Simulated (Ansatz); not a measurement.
# CH3BBr radical: a rigid scan of the angle H4–C1–B2

Aim: the energy along the angle H4–C1–B2, from CCSD(T) and from cheaper methods, relative to the minimum. No other atom is relaxed.

Program: Ansatz 0.2.0, Gaussian basis. Level of theory: single points in def2-TZVPP. These are calculated values, not measurements.

Levels: PBE-D4, r2SCAN-D4, PBE0-D4, B3LYP-D4, wB97M-V, Hartree-Fock, MP2, CCSD, CCSD(T). The scan takes 76.3, 83.8, 91.3, 98.8, 106.3, 113.8, 121.3, 128.8, 136.3°.

Cores are frozen in the correlated methods. Filled d shells of the heavier atoms are correlated. Orbitals are unrestricted. B3LYP uses VWN-RPA correlation.

28 further runs of the same task are left out: 28 set aside as unsound or not needed.

## 1. Starting geometry

The minimum, relaxed at PBE0-D4: 6 atoms, charge 0, spin multiplicity 2.

Atoms are counted from 1 here; the program's logs count them from 0.

Bond lengths: C1–B2 1.542 Å, C1–H4 1.099 Å, C1–H5 1.094 Å, C1–H6 1.092 Å, B2–Br3 1.890 Å. Angles: B2–C1–H4 106.3°, B2–C1–H5 113.4°, B2–C1–H6 112.9°, H4–C1–H5 107.1°, H4–C1–H6 106.6°, H5–C1–H6 109.9°, C1–B2–Br3 126.3°.

As a file:

```xyz
6
CH3BBr
C    -0.32044    0.33732   -0.31103
B     0.15759   -1.05618    0.14423
Br    1.61676   -1.41935    1.28848
H    -1.02638    0.68773    0.45561
H     0.48496    1.07597   -0.36982
H    -0.87029    0.31041   -1.25356
```

Energies of the minimum (eV), from earlier single points: PBE-D4 -71795.04319, r2SCAN-D4 -71806.75249, PBE0-D4 -71797.85657, B3LYP-D4 -71809.33054, wB97M-V -71803.12270, CCSD(T) -71764.34003.

At the minimum the angle H4–C1–B2 is 106.3°.

## 2. H4–C1–B2 = 76.3°

ccsdt-tzvpp/in.yaml

```yaml
crystal:
  periodic: [false, false, false]
  atoms:
    - {symbol: C, position_ang: [-0.320444, 0.337316, -0.311032]}
    - {symbol: B, position_ang: [0.157592, -1.056183, 0.144233]}
    - {symbol: Br, position_ang: [1.616756, -1.419347, 1.288475]}
    - {symbol: H, position_ang: [-0.857361, 0.173871, 0.634419]}
    - {symbol: H, position_ang: [0.484959, 1.075969, -0.369824]}
    - {symbol: H, position_ang: [-0.870287, 0.310411, -1.253561]}
basis:
  gaussian: {orbitals: def2-TZVPP}
magnetization: {spin_polarized: true, initial_magnetization: 1}
correlation: {method: ccsd_t}
scf: {omitted_lower_state_checks: [cluster_reference]}
```

No record of the launch command was kept for these runs.

Further steps of the session: H4–C1–B2 = 83.8°; H4–C1–B2 = 91.3°; H4–C1–B2 = 98.8°; H4–C1–B2 = 106.3°; H4–C1–B2 = 113.8°; H4–C1–B2 = 121.3°; H4–C1–B2 = 128.8°; H4–C1–B2 = 136.3°.

**Question.** What will these runs give? Wanted: highest point, CCSD(T); lowest point, CCSD(T); minimum along the scan, CCSD(T); RMS deviation from CCSD(T); largest T1 diagnostic.

**Answer**, as computed:

| quantity | value |
| --- | --- |
| highest point, CCSD(T) | 13.3 kcal/mol at 136.3° |
| lowest point, CCSD(T) | 0.0 kcal/mol at 106.3° |
| minimum along the scan, CCSD(T) | 106.1° |
| curvature there | 1.26 meV/deg² |
| RMS deviation from CCSD(T) | PBE-D4 0.7, r2SCAN-D4 0.4, PBE0-D4 0.3, B3LYP-D4 0.3, wB97M-V 0.2, Hartree-Fock 1.2, MP2 0.1, CCSD 0.2 kcal/mol |
| largest T1 diagnostic | 0.012 |

In words: A polynomial through the near points puts the CCSD(T) minimum 0.2° below the PBE0-D4 value. Curvature against CCSD(T): PBE-D4 -8 %, Hartree-Fock +17 %. MP2 follows the CCSD(T) curve best and Hartree-Fock worst.
